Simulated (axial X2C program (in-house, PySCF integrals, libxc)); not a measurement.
# A two-component session on WP: EOM-EA-CCSD levels

Wanted for WP: EOM-EA-CCSD levels, at the two-component level.

Computed with an in-house X2C program for linear molecules on PySCF integrals. Level: two-component X2C with atomic mean-field terms, W dyall-acv3z, P dyall-av3z.

All values are calculated.

## 1. Set-up

task.json

```json
{
 "zs": [
  74,
  15
 ],
 "q": 0,
 "bas": [
  "dyall-acv3z",
  "dyall-av3z"
 ],
 "r0": 2.22,
 "eom": "ea",
 "thr": -2.0,
 "nmax": 92,
 "grid": [
  1,
  0.96,
  1.045,
  0.92,
  1.09,
  1.15
 ]
}
```

Keys: zs atomic numbers; q charge; bas basis sets; r0 starting distance in Å; eom kind of EOM run; thr threshold in hartree for freezing inner shells (an s shell follows its p shell); nmax most natural virtual spinors; grid distances as factors.

Run with:

```console
$ python soeom.py task.json out
```

Nuclei are Gaussian, cores are contracted, and the Gaunt term is on.

## 2. EOM-EA-CCSD at 2.122 Å

Reference: the closed shell WP⁺; 10 electrons correlated, 92 virtual spinors; roots sought by Ω: 1/2: 5, 3/2: 4, 5/2: 2, 7/2: 1.

Output:

```text
two-component X2C + atomic mean field  HF
basis functions 256  fitting functions 1265  grid points 5079
iter        total energy     max residual
   1     -16478.269408300     1.05e+00
   2     -16478.316005449     2.05e-02
   3     -16478.318266457     1.13e-01
   4     -16478.320363440     2.00e-02
   5     -16478.321160788     1.52e-02
   6     -16478.322204567     5.30e-02
   7     -16478.322864631     3.22e-02
   8     -16478.323318650     3.74e-03
   9     -16478.323507965     8.80e-03
  10     -16478.323576132     7.25e-03
  11     -16478.323635949     1.14e-03
  12     -16478.323657237     1.73e-03
  13     -16478.323672422     2.35e-03
  14     -16478.323681338     1.16e-03
  15     -16478.323685233     1.27e-04
  16     -16478.323686185     3.19e-04
  17     -16478.323686428     1.61e-04
  18     -16478.323686507     1.72e-05
  19     -16478.323686533     4.90e-05
  20     -16478.323686542     2.96e-05
  21     -16478.323686546     3.94e-06
  22     -16478.323686547     1.02e-05
  23     -16478.323686547     5.71e-06
  24     -16478.323686547     9.27e-07
converged
one-electron -23141.31209713  Coulomb 6746.23057454  exact exchange -345.99556108  xc functional 0.00000000  nuclear repulsion 276.80806038  atomic mean-field constant -14.05466325
correlated 10  virtual 336  natural virtual 92  E(MP2) -0.300932685  MP2 remainder -0.037161497
iter   CCSD correlation   residual
   1     -0.251879072   2.69e-01
   2     -0.269163635   1.54e-01
   3     -0.279484172   8.48e-02
   4     -0.283195809   5.22e-02
   5     -0.286166642   3.49e-02
   6     -0.287044844   1.84e-02
   7     -0.287460273   1.06e-02
   8     -0.287651544   6.79e-03
   9     -0.287617595   4.93e-03
  10     -0.287756280   3.40e-03
  11     -0.287697771   2.32e-03
  12     -0.287755907   1.56e-03
  13     -0.287765290   1.04e-03
  14     -0.287770197   7.06e-04
  15     -0.287781276   4.33e-04
  16     -0.287780770   2.89e-04
  17     -0.287778657   2.07e-04
  18     -0.287776888   1.55e-04
  19     -0.287770856   1.11e-04
  20     -0.287769811   8.00e-05
  21     -0.287768112   5.82e-05
  22     -0.287767283   4.18e-05
  23     -0.287767461   2.96e-05
  24     -0.287767284   2.11e-05
  25     -0.287767194   1.51e-05
  26     -0.287767149   1.12e-05
  27     -0.287766923   8.30e-06
  28     -0.287766968   6.43e-06
  29     -0.287766886   5.00e-06
  30     -0.287766872   3.94e-06
(T) -0.023318763  T1 0.1174  D1 0.1848  max T2 0.122
EOM-EA-CCSD roots
2*Omega      energy/Eh   energy/eV  one-particle weight
    1      -0.27677211     -7.5314      0.888
    1      -0.21318145     -5.8010      0.902
    1      -0.18403477     -5.0078      0.824
    1      -0.16552406     -4.5041      0.093
    1      -0.16096771     -4.3802      0.028
    3      -0.21589072     -5.8747      0.001
    3      -0.20575708     -5.5989      0.003
    3      -0.19000714     -5.1704      0.872
    3      -0.18377341     -5.0007      0.005
    5      -0.20451638     -5.5652      0.899
    5      -0.15527784     -4.2253      0.000
    7      -0.16224471     -4.4149      0.000
```

T1 in the output is the amplitude norm over the root of the electron number; divide by √2 for the Lee–Taylor value.

| Ω | binding energy (eV) | above lowest (cm⁻¹) | spinor | weight |
| --- | --- | --- | --- | --- |
| 1/2 | 7.531 | 0 | 44% W sσ, 30% W dσ, 9% P pσ | 0.89 |
| 1/2 | 5.801 | 13960 | 37% W pπ, 32% P pπ, 14% W dπ | 0.90 |
| 5/2 | 5.565 | 15860 | 94% W dδ | 0.90 |
| 3/2 | 5.170 | 19040 | 44% W dπ, 30% W pπ, 18% P pπ | 0.87 |
| 1/2 | 5.008 | 20350 | 42% W pσ, 25% W dσ, 10% P pσ | 0.82 |

It took 18 s on 1 thread of Arm Neoverse V2, shared host; peak memory 0.74 GiB.

## 3. EOM-EA-CCSD at 2.037 Å

| Ω | binding energy (eV) | above lowest (cm⁻¹) | spinor | weight |
| --- | --- | --- | --- | --- |
| 1/2 | 7.524 | 0 | 45% W sσ, 30% W dσ, 11% P pσ | 0.89 |
| 1/2 | 5.687 | 14820 | 40% W pπ, 27% P pπ, 19% W dπ | 0.89 |
| 5/2 | 5.533 | 16060 | 93% W dδ | 0.91 |
| 3/2 | 5.058 | 19890 | 36% W dπ, 35% W pπ, 21% P pπ | 0.87 |
| 1/2 | 4.865 | 21450 | 43% W pσ, 22% W dσ, 11% P pσ | 0.74 |

Wall time 22 s (1 thread of Arm Neoverse V2, shared host); peak memory 0.75 GiB.

## 4. EOM-EA-CCSD at 2.217 Å

| Ω | binding energy (eV) | above lowest (cm⁻¹) | spinor | weight |
| --- | --- | --- | --- | --- |
| 1/2 | 7.523 | 0 | 41% W sσ, 28% W dσ, 8% P pσ | 0.88 |
| 1/2 | 5.936 | 12800 | 38% P pπ, 33% W pπ, 9% W dπ | 0.91 |
| 5/2 | 5.584 | 15640 | 95% W dδ | 0.88 |
| 3/2 | 5.273 | 18150 | 52% W dπ, 26% W pπ, 14% P pπ | 0.74 |
| 1/2 | 5.155 | 19100 | 40% W pσ, 27% W dσ, 8% P pσ | 0.85 |

It took 19 s on 1 thread of Arm Neoverse V2, shared host; peak memory 0.77 GiB.

## 5. EOM-EA-CCSD at 1.952 Å

| Ω | binding energy (eV) | above lowest (cm⁻¹) | spinor | weight |
| --- | --- | --- | --- | --- |
| 1/2 | 7.507 | 0 | 46% W sσ, 28% W dσ, 13% P pσ | 0.90 |
| 1/2 | 5.570 | 15630 | 42% W pπ, 24% P pπ, 21% W dπ | 0.88 |
| 5/2 | 5.489 | 16280 | 92% W dδ | 0.91 |
| 3/2 | 4.933 | 20770 | 39% W pπ, 31% W dπ, 23% P pπ | 0.90 |

Wall time 18 s (1 thread of Arm Neoverse V2, shared host); peak memory 0.77 GiB.

## 6. EOM-EA-CCSD at 2.313 Å

| Ω | binding energy (eV) | above lowest (cm⁻¹) | spinor | weight |
| --- | --- | --- | --- | --- |
| 1/2 | 7.486 | 0 | 37% W sσ, 25% W dσ, 11% P pπ | 0.86 |
| 1/2 | 6.079 | 11350 | 43% P pπ, 29% W pπ, 8% W pσ | 0.91 |
| 5/2 | 5.584 | 15340 | 96% W dδ | 0.86 |
| 1/2 | 5.287 | 17730 | 37% W pσ, 29% W dσ, 8% P pσ | 0.84 |

Wall time 19 s (1 thread of Arm Neoverse V2, shared host); peak memory 0.77 GiB.

## 7. Curves of the states

Energies in eV from the lowest point of the lowest state; states are followed by energy order within each Ω.

| R (Å) | (1)Ω=1/2 | (2)Ω=1/2 | (1)Ω=5/2 |
| --- | --- | --- | --- |
| 1.952 | 0.4818 | 2.4196 | 2.5006 |
| 2.037 | 0.0965 | 1.9336 | 2.0876 |
| 2.122 | 0.0000 | 1.7304 | 1.9662 |
| 2.217 | 0.1239 | 1.7114 | 2.0630 |
| 2.313 | 0.4256 | 1.8325 | 2.3275 |

## 8. Results

| quantity | value |
| --- | --- |
| lowest root at 2.122 Å | Ω = 1/2, 7.531 eV |
| next root led by one particle | Ω = 1/2, about 13960 cm⁻¹ higher |
| T1 of the reference | 0.083 |

What this shows: The added electron is bound by 7.53 eV in a spinor of 44% W sσ, 30% W dσ, 9% P pσ. Errors of 0.1 to 0.3 eV are usual at this size, and roots led by higher excitations are left out, so the list is incomplete, and low states of that kind can be missing. T1 or the largest double amplitude of the reference is raised, which lowers the reliability.
